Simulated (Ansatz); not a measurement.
The system is HfB.

```
Hf B
1.0
     0.00000    2.31000    2.31000
     2.31000    0.00000    2.31000
     2.31000    2.31000    0.00000
Hf B
1 1
Direct
  0.50000 0.50000 0.50000
  0.00000 0.00000 0.00000
```

```yaml
Program: Ansatz 0.2.0
Task: relaxation of cell and atoms
Functional: PBEsol
Dispersion: D3(BJ)-ATM
Potentials_or_basis: Ansatz PAW
Cutoff: "420 eV (not typed: the program's choice for these potentials)"
k_mesh: 10 × 10 × 10
Occupations: fermi-dirac, width 0.1 eV
Spin: collinear spin, ferromagnetic start
Starting_moments: "[0.5, 0.0] μB"
```

At the start: volume 12.33 Å³/atom.

Problem. How do energy, volume and symmetry change on relaxing?

Solution. It ends after 8 steps and the volume is 13.45 Å³/atom (+9.1 %); space group Fm-3m (No. 225, to 0.05 Å); moment 0.00 μB per cell.

The path:
```csv
step,energy change (eV),largest force (eV/Å),volume (Å³)
1,0.0000,0.0000,24.65
2,-0.0940,0.0000,28.05
3,-0.1217,0.0000,27.02
4,-0.1221,0.0000,26.88
5,-0.1221,0.0000,26.88
6,-0.1242,0.0000,26.88
7,-0.1242,0.0000,26.89
8,-0.1242,0.0000,26.89
```

Final structure:
```
Hf B
1.0
     0.00000    2.37793    2.37793
     2.37793    0.00000    2.37793
     2.37793    2.37793    0.00000
Hf B
1 1
Cartesian
  2.3779 2.3779 2.3779
  0.0000 0.0000 0.0000
```

Caveat: the plane-wave basis is chosen anew once the cell has moved, so the energies of steps on either side of that aren't comparable; the PAW data sets come from PBE, with cores solved anew for the run's functional, which leaves a small shift of forces and pressure; the starting moments weren't kept.
